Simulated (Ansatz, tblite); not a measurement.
# Ge14H20 off sphere (Ge₁₄H₂₀): removing an electron

What does removing an electron cost or gain for Ge14H20 off sphere (Ge₁₄H₂₀)? Each charged state is run at several levels.

Computed with Ansatz 0.2.0, Gaussian basis. Level: as each input shows.

The runs, in order: charge +1 doublet, at the geometry of the singlet (PBE0-D4/def2-TZVP, PBE-D4/def2-TZVP, B97M-V/def2-TZVP); the starting singlet's energies come from earlier runs.

1 further run of the same task is left out (set aside as unsound or not needed).

**1. The relaxed structure**

The singlet was relaxed beforehand with PBE-D4/def2-SVP.

34 atoms, charge 0, spin multiplicity 1.

Atoms are counted from 1 here; the program's logs count them from 0.

Bond lengths: Ge1–Ge9 2.448 Å, Ge1–Ge10 2.447 Å, Ge1–H15 1.558 Å, Ge1–H16 1.558 Å, Ge2–Ge8 2.447 Å, Ge2–Ge11 2.447 Å, Ge2–Ge12 2.447 Å, Ge2–H17 1.561 Å, Ge3–Ge9 2.450 Å, Ge3–Ge11 2.448 Å, Ge3–Ge13 2.450 Å, Ge3–H18 1.562 Å, Ge4–Ge8 2.448 Å, Ge4–Ge9 2.450 Å, Ge4–Ge14 2.450 Å, Ge4–H19 1.562 Å, Ge5–Ge10 2.447 Å, Ge5–Ge14 2.448 Å and more. Angles: Ge9–Ge1–Ge10 109.4°, Ge9–Ge1–H15 109.7°, Ge9–Ge1–H16 109.8°, Ge10–Ge1–H15 110.0°, Ge10–Ge1–H16 109.9°, H15–Ge1–H16 108.0°, Ge8–Ge2–Ge11 109.5°, Ge8–Ge2–Ge12 109.5°, Ge8–Ge2–H17 109.5°, Ge11–Ge2–Ge12 109.3°, Ge11–Ge2–H17 109.5°, Ge12–Ge2–H17 109.5°, Ge9–Ge3–Ge11 110.3°, Ge9–Ge3–Ge13 108.8°, Ge9–Ge3–H18 109.0°, Ge11–Ge3–Ge13 110.1°, Ge11–Ge3–H18 109.6°, Ge13–Ge3–H18 109.0° and more.

**2. Charge +1 doublet at the fixed geometry, PBE0-D4/def2-TZVP**

in.yaml

```yaml
crystal:
  periodic: [false, false, false]
  atoms:
    - {symbol: Ge, position_ang: [0.713266, -3.542151, 0.713723]}
    - {symbol: Ge, position_ang: [-2.128474, 2.130681, -2.126263]}
    - {symbol: Ge, position_ang: [0.691312, -0.697605, -2.121618]}
    - {symbol: Ge, position_ang: [-2.123858, -0.695397, 0.697538]}
    - {symbol: Ge, position_ang: [0.717461, -0.719528, 3.539034]}
    - {symbol: Ge, position_ang: [0.695326, 2.120084, 0.697486]}
    - {symbol: Ge, position_ang: [3.540510, -0.715873, 0.711763]}
    - {symbol: Ge, position_ang: [-3.540826, 0.719333, -0.711556]}
    - {symbol: Ge, position_ang: [-0.700069, -2.123077, -0.694759]}
    - {symbol: Ge, position_ang: [2.129974, -2.131053, 2.124446]}
    - {symbol: Ge, position_ang: [-0.715369, 0.718451, -3.539525]}
    - {symbol: Ge, position_ang: [-0.711523, 3.541266, -0.715263]}
    - {symbol: Ge, position_ang: [2.118900, 0.694135, -0.696988]}
    - {symbol: Ge, position_ang: [-0.695317, 0.693431, 2.123929]}
    - {symbol: H, position_ang: [1.598089, -4.458299, -0.183482]}
    - {symbol: H, position_ang: [-0.180075, -4.456595, 1.604215]}
    - {symbol: H, position_ang: [-3.029574, 3.032917, -3.026999]}
    - {symbol: H, position_ang: [1.595990, -1.602928, -3.017339]}
    - {symbol: H, position_ang: [-3.021030, -1.599200, 1.602304]}
    - {symbol: H, position_ang: [-0.176826, -1.609072, 4.453491]}
    - {symbol: H, position_ang: [1.605654, 0.174515, 4.455036]}
    - {symbol: H, position_ang: [1.602975, 3.013503, 1.602110]}
    - {symbol: H, position_ang: [4.457375, -1.601560, -0.183817]}
    - {symbol: H, position_ang: [4.453702, 0.180241, 1.600740]}
    - {symbol: H, position_ang: [-4.460126, -0.172848, -1.598231]}
    - {symbol: H, position_ang: [-4.451948, 1.609369, 0.185656]}
    - {symbol: H, position_ang: [-1.606330, -3.018098, -1.599202]}
    - {symbol: H, position_ang: [3.031943, -3.033092, 3.024513]}
    - {symbol: H, position_ang: [-1.601940, -0.170693, -4.461769]}
    - {symbol: H, position_ang: [0.184946, 1.608559, -4.447525]}
    - {symbol: H, position_ang: [0.188373, 4.449233, -1.605828]}
    - {symbol: H, position_ang: [-1.595653, 4.463591, 0.176219]}
    - {symbol: H, position_ang: [3.011932, 1.599953, -1.603875]}
    - {symbol: H, position_ang: [-1.598807, 1.597806, 3.021835]}
basis:
  gaussian: {orbitals: def2-TZVP, fitting: {mean_field: def2-universal-jkfit}}
total_charge: 1
magnetization: {spin_polarized: true, initial_magnetization: 1}
hamiltonian: {xc: pbe0, dispersion: d4}
scf: {omitted_lower_state_checks: [starts]}
output: {orbitals: {seedname: orbitals}}
```

On the command line:

```sh
ansatz run in.yaml --threads 4 --pin off --events-out ev --progress --plain --max-ram 66560MiB --backend cuda --devices 0, --max-vram 37GiB
```

Standard output:

```text
Functional definition: PBE0
  name "PBE0"
  cite "Adamo & Barone, J. Chem. Phys. 110, 6158 (1999) doi:10.1063/1.478522"
  cite "Perdew, Burke & Ernzerhof, Phys. Rev. Lett. 77, 3865 (1996) doi:10.1103/PhysRevLett.77.3865"
  parent pbe
  parameter a = 0.25
  parameter kappa = 0.804
  parameter beta = 0.06672455060314922
  exchange = (1 - a)*pbe_x(kappa = kappa, mu = beta*pi^2/3) + a*exact_x
  correlation = pbe_c(beta = beta)
these checks for a lower state are left out or cut short: starts
4084 factors; integrals over basis functions are off by at most 6.2e-1 eV
mean field evaluation 1: about -791480.2465 eV, gradient 3.5e1 eV
mean field evaluation 2: about -791480.8648 eV, gradient 3.4e1 eV
mean field evaluation 4: about -791482.2766 eV, gradient 2.3e0 eV
mean field evaluation 8: about -791482.2812 eV, gradient 1.2e-1 eV
mean field evaluation 16: about -791482.2813 eV, gradient 3.3e-4 eV
mean field -791482.28131389 eV, -29086.4373523264 hartree, gradient 1.1e-5 eV, S^2 0.753964; 0 other end points of the search recorded, 0 dependent functions left out
reference -791482.28138474 eV, -29086.4373549303 hartree; 234, 233 occupied and 558, 559 virtual orbitals, 4084 factors
Total energy: -791484.13696375 eV, -29086.5055462011 hartree
Checks for a lower state left out: starts
```

Run time: 30 s. Hardware: 1 × H100 (card shared with other runs) with 4 threads of AMD EPYC 7R13, shared host; peak host memory 1.5 GiB.

HOMO -10.36 eV, LUMO -9.23 eV (over both spins); ⟨S²⟩ 0.754 (pure: 0.75).

**3. Charge +1 doublet at the fixed geometry, PBE-D4/def2-TZVP**

start.molden holds the orbitals of an earlier run on this state, given as this run's starting guess.

Edit in.yaml of step 2 so:

```diff
@@ -38,6 +38,6 @@
 basis:
-  gaussian: {orbitals: def2-TZVP, fitting: {mean_field: def2-universal-jkfit}}
+  gaussian: {orbitals: def2-TZVP, fitting: {mean_field: def2-universal-jkfit}, initial_orbitals: start.molden}
 total_charge: 1
 magnetization: {spin_polarized: true, initial_magnetization: 1}
-hamiltonian: {xc: pbe0, dispersion: d4}
+hamiltonian: {xc: pbe, dispersion: d4}
 scf: {omitted_lower_state_checks: [starts]}
```

Same command.

Standard output:

```text
Functional definition: PBE
  name "PBE"
  cite "Perdew, Burke & Ernzerhof, Phys. Rev. Lett. 77, 3865 (1996) doi:10.1103/PhysRevLett.77.3865"
  parent pbe
  parameter kappa = 0.804
  parameter beta = 0.06672455060314922
  exchange = pbe_x(kappa = kappa, mu = beta*pi^2/3)
  correlation = pbe_c(beta = beta)
these checks for a lower state are left out or cut short: starts
4084 factors; integrals over basis functions are off by at most 6.2e-1 eV
mean field evaluation 1: about -791460.6460 eV, gradient 2.1e1 eV
mean field evaluation 2: about -791461.3752 eV, gradient 8.4e-1 eV
mean field evaluation 4: about -791461.3488 eV, gradient 5.7e-2 eV
mean field evaluation 8: about -791461.3488 eV, gradient 1.6e-5 eV
mean field -791461.34884008 eV, -29085.6680981026 hartree, gradient 1.6e-5 eV, S^2 0.751074; 0 other end points of the search recorded, 0 dependent functions left out
reference -791461.34893674 eV, -29085.6681016546 hartree; 234, 233 occupied and 558, 559 virtual orbitals, 4084 factors
Total energy: -791463.39275875 eV, -29085.7432107282 hartree
Checks for a lower state left out: starts
```

Run time: 16 s. Hardware: 1 × H100 (card shared with other runs) with 4 threads of AMD EPYC 7R13, shared host.

Report: HOMO -9.44 eV, LUMO -9.27 eV (over both spins); ⟨S²⟩ 0.751 (pure: 0.75).

**4. Charge +1 doublet at the fixed geometry, B97M-V/def2-TZVP**

Edit in.yaml of step 3 so:

```diff
@@ -41,3 +41,3 @@
 magnetization: {spin_polarized: true, initial_magnetization: 1}
-hamiltonian: {xc: pbe, dispersion: d4}
+hamiltonian: {xc: {name: B97M-V}}
 scf: {omitted_lower_state_checks: [starts]}
```

Launched as before.

Standard output, shortened:

```text
Functional definition: B97M-V
  name "B97M-V"
  cite "Mardirossian & Head-Gordon, J. Chem. Phys. 142, 074111 (2015) doi:10.1063/1.4907719"
  cite "Becke, J. Chem. Phys. 107, 8554 (1997) doi:10.1063/1.475007"
  cite "Vydrov & Van Voorhis, J. Chem. Phys. 133, 244103 (2010) doi:10.1063/1.3521275"
  # Of w^i u^j: cxij and so on, Table III.
[...]
  gx(w, u) = cx00 + cx01*u + cx02*u^2 + (cx10 + cx11*u)*w
  gss(w, u) = css00 + css02*u^2 + css10*w + (css32*w^3 + css42*w^4)*u^2
  gos(w, u) = cos00 + cos01*u + cos03*u^3 + cos10*w + cos32*w^3*u^2
[...]
      + integral(e_c_pw_mod_opposite_spin*gos(b97_w_opposite, b97_u_opposite)) + vv10(b, c)
[...]
4084 factors; integrals over basis functions are off by at most 6.2e-1 eV
[...]
mean field -791433.97265895 eV, -29084.6620420024 hartree, gradient 1.8e-5 eV, S^2 0.751403; 0 other end points of the search recorded, 0 dependent functions left out
reference -791433.97278787 eV, -29084.6620467399 hartree; 234, 233 occupied and 558, 559 virtual orbitals, 4084 factors
Total energy: -791433.97278787 eV, -29084.6620467399 hartree
Checks for a lower state left out: starts
```

It took 28 s on 1 × H100 (card shared with other runs) with 4 threads of AMD EPYC 7R13, shared host; peak host memory 2.1 GiB.

From the report: HOMO -9.84 eV, LUMO -9.62 eV (over both spins); ⟨S²⟩ 0.751 (pure: 0.75).

**5. Vertical ionisation energy**

Charged state less starting state, singlet to doublet; the starting state's energies are those of its earlier runs.

```tsv
level	vertical ionisation energy (eV)	time
PBE-D4/def2-TZVP	+7.75	37 s
B97M-V/def2-TZVP	+8.07	52 s
PBE0-D4/def2-TZVP	+8.18	51 s
```

Times add the two runs; a level without a time comes out of a correlated run.

Beside −ε(HOMO) of the starting state:

```tsv
level	−ε(HOMO) (eV)	by difference (eV)	mismatch (eV)
PBE-D4/def2-TZVP	6.12	7.75	-1.63
B97M-V/def2-TZVP	6.51	8.07	-1.55
PBE0-D4/def2-TZVP	7.04	8.18	-1.15
```

**6. What came out**

| quantity | value |
| --- | --- |
| vertical ionisation energy, functionals in def2-TZVP | 7.75 (PBE-D4) to 8.18 eV (PBE0-D4) |

The vertical ionisation energy spans 7.75 to 8.18 eV over the functionals. −ε(HOMO) misses the level's own difference by -1.15 eV at best (PBE0-D4) and -1.63 eV at worst (PBE-D4).
